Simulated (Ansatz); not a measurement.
BH₃O, SMILES BO: the interaction energy of a dimer with the counterpoise correction, run with the Ansatz DFT code, driven from Python.

Script `bh3o.py`:
```python
from dataclasses import dataclass

import ansatz as az


@dataclass(frozen=True)
class Settings:
    basis_set: str = "def2-SVPD"
    xc: str = "r2SCAN"


settings = Settings()

FIRST = [
    ("B", (-0.2698, -0.358, 0.0074)),
    ("O", (0.1188, 1.0756, 0.0196)),
    ("H", (-0.553, -0.8858, 0.9941)),
    ("H", (-0.4096, -0.8516, -1.0408)),
    ("H", (1.1135, 1.0196, 0.0198)),
]
SECOND = [
    ("B", (-3.4003, -0.626, 0.2219)),
    ("O", (-2.5941, -1.8199, -0.1401)),
    ("H", (-3.8598, -0.5405, 1.2773)),
    ("H", (-3.4098, 0.2502, -0.5488)),
    ("H", (-3.2611, -2.3801, -0.6238)),
]

def energy(atoms, ghosts=()):
    molecule = az.Crystal.molecule()
    for symbol, xyz in atoms:
        molecule = molecule.atom(symbol, xyz)
    calc = (
        molecule.calculation()
        .basis(gaussian=settings.basis_set)
        .functional(settings.xc)
    )
    deck = calc.input()
    if ghosts:
        deck = deck.set(az.key.basis.gaussian.ghost_atoms, [{"symbol": s, "position_ang": list(xyz)} for s, xyz in ghosts])
    return az.Session.from_dict(deck).plan().execute().report["free_energy_ev"]

both = energy(FIRST + SECOND)
alone = energy(FIRST) + energy(SECOND)
ghosted = energy(FIRST, SECOND) + energy(SECOND, FIRST)
print(f"dimer {both:.6f} eV")
print(f"interaction, uncorrected   {96.485332 * (both - alone):8.3f} kJ/mol")
print(f"interaction, counterpoise  {96.485332 * (both - ghosted):8.3f} kJ/mol")
print(f"basis-set superposition    {96.485332 * (alone - ghosted):8.3f} kJ/mol")
```

How large is the interaction at this pose, and how much of it is basis-set superposition?

Uncorrected it is 6.477 kJ/mol, with the counterpoise correction 8.840 kJ/mol; the difference, 2.36 kJ/mol, is the superposition error. In this basis both values are repulsive.

The run itself:

```console
$ python bh3o.py
dimer -5536.752618 eV
interaction, uncorrected      6.477 kJ/mol
interaction, counterpoise     8.840 kJ/mol
basis-set superposition       2.363 kJ/mol
```

Notes:
- Total energies depend on the basis set; only differences at equal settings carry meaning.
- The dimer is a generated trial pose of unrelaxed monomers, not a minimum, so the figure is no binding energy, and the basis set is small.
- This level lacks the dispersion part of the attraction (electrostatics and induction are there), which can decide the sign where the interaction is weak.
- Finished in 15 s on 1 thread of Arm Neoverse V2, with other jobs on the host, peak memory 0.22 GiB.
